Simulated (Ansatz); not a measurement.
# C3HF5: the cost of one run

Computed with the Python package of Ansatz 0.2.0. Level of theory: B3LYP/cc-pVDZ.

**1. Starting point**

Bond lengths: F1–C2 1.344 Å, C2–C3 1.333 Å, C3–F4 1.356 Å, C3–C5 1.492 Å, C5–F6 1.358 Å, C5–F7 1.359 Å, C5–F8 1.359 Å, C2–H9 1.080 Å. Angles: F1–C2–C3 122.9°, F1–C2–H9 111.4°, C3–C2–H9 125.7°, C2–C3–F4 116.9°, C2–C3–C5 124.9°, F4–C3–C5 118.2°, C3–C5–F6 114.0°, C3–C5–F7 111.4°, C3–C5–F8 111.4°, F6–C5–F7 106.5°, F6–C5–F8 106.5°, F7–C5–F8 106.6°.

The script holds or builds the structure itself.

**2. The script**

The input, freq.py:

```python
'''Vibrations of C3HF5.'''

from dataclasses import dataclass
import itertools

import ansatz as az
from ase.data import atomic_numbers, covalent_radii
import numpy as np


@dataclass(frozen=True)
class Options:
    basis_set: str = 'cc-pVDZ'
    functional: str = 'B3LYP'


opts = Options()


def main() -> None:
    molecule = (
        az.Crystal.molecule()
        .atom('F', (1.3933, -1.3706, -0.7476))
        .atom('C', (1.3853, -0.1307, -0.2288))
        .atom('C', (0.2693, 0.4815, 0.1672))
        .atom('F', (0.4027, 1.7327, 0.673))
        .atom('C', (-1.0996, -0.1068, 0.0937))
        .atom('F', (-1.1348, -1.3606, -0.4255))
        .atom('F', (-1.6736, -0.181, 1.3232))
        .atom('F', (-1.9247, 0.653, -0.6737))
        .atom('H', (2.3821, 0.2824, -0.1816))
    )

    calculation = (
        molecule.calculation()
        .basis(gaussian=opts.basis_set)
        .functional(opts.functional)
    )
    symbols = [site.symbol for site in molecule.cartesian_sites]
    start = np.array([site.position_ang for site in molecule.cartesian_sites], dtype=float)
    data = calculation.relax(force_tolerance=0.003, max_steps=100).run().report
    end = np.array(data['positions_ang'])

    # pairs closer than 1.2 times the sum of covalent radii, before or after
    radius = [covalent_radii[atomic_numbers[s]] for s in symbols]
    span = lambda where, i, j: np.linalg.norm(where[i] - where[j])
    bonded = [(i, j) for i, j in itertools.combinations(range(len(symbols)), 2) if min(span(start, i, j), span(end, i, j)) < 1.2 * (radius[i] + radius[j])]
    print('pair        before    after (A)')
    for i, j in bonded:
        print(f'{symbols[i]}{i}-{symbols[j]}{j}'.ljust(10), f'{span(start, i, j):8.4f} {span(end, i, j):8.4f}')
    for first, second in list(itertools.combinations(bonded, 2)):
        shared = set(first) & set(second)
        if shared and symbols[(j := shared.pop())] != 'H':
            i, k = sorted((set(first) | set(second)) - {j})
            u, v = end[i] - end[j], end[k] - end[j]
            angle = np.degrees(np.arccos(np.clip(u @ v / np.linalg.norm(u) / np.linalg.norm(v), -1, 1)))
            print(f'final angle {symbols[i]}{i}-{symbols[j]}{j}-{symbols[k]}{k}: {angle:.2f} deg')

    # same settings at the minimum
    minimum = az.Crystal.molecule()
    for symbol, place in zip(symbols, end):
        minimum = minimum.atom(symbol, place.tolist())
    vibrating = (
        minimum.calculation()
        .basis(gaussian=opts.basis_set)
        .functional(opts.functional)
        .phonons(temperatures=(298.15, 498.15, 100))
    )
    vib = vibrating.run().report['vibrations']
    sums = vib['harmonic_sums']
    modes = [m['omega_inv_cm'] for m in sums['modes_at_gamma'] if m['rigid_motion'] == 'no']
    for number, w in enumerate(modes, start=1):
        print(f'mode {number:2d} {w:9.1f} 1/cm {w / 8065.544 * 1000:8.2f} meV')
    print('imaginary modes:', sum(w < 0 for w in modes), ' zero-point energy:', round(sums['zero_point_energy_ev'], 4), 'eV')
    print('T (K)   F_vib (eV)   S_vib (meV/K)   C_vib (meV/K)')
    for row in zip(sums['temperatures_k'], sums['vibrational_free_energy_ev'], vib['entropy_ev_per_k'], vib['heat_capacity_ev_per_k']):
        print(f'{row[0]:6.1f} {row[1]:11.4f} {1000 * row[2]:13.4f} {1000 * row[3]:15.4f}')


if __name__ == '__main__':
    main()
```

**3. The run**

The run is started by

```console
> python freq.py
```

Q: Estimate wall time and peak memory on 1 thread of Intel Xeon Platinum 8488C (Sapphire Rapids), shared host.

About 4.6 min, with a peak of 0.37 GiB.
